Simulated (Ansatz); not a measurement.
Crystal: Ti3Se.

```xyz
4
Lattice="3.1974 0.0000 0.0000 -1.5987 2.7691 0.0000 0.0000 0.0000 7.9427" Properties=species:S:1:pos:R:3 pbc="T T T"
Se    0.0000    0.0000    0.0000
Ti    1.5987    0.9230    3.9714
Ti    0.0000    1.8460    6.1390
Ti    0.0000    1.8460    1.8038
```

The cell comes from a database or a generator and needn't be the stable form of this composition.

Base run:

- Program: Ansatz 0.2.0
- Functional: LDA
- Potentials or basis: all-electron LAPW, scalar-relativistic
- Cutoff: 244 eV
- Density cutoff: 977 eV
- Basis error allowed: 0.002 eV/atom
- k mesh: 10 × 10 × 4
- Occupations: fermi-dirac, width 0.05 eV
- Spin: no spin polarisation

Its results: pressure -8.0 GPa; largest force 0.111 eV/Å.

Q: The run is repeated on the same cell with these changes: functional from LDA to PBE. What comes out?

A: Pressure 0.1 GPa; largest force 0.021 eV/Å.

PBE binds less tightly than LDA, so the same cell stands under more pressure.

Not every run made on this cell is shown here.
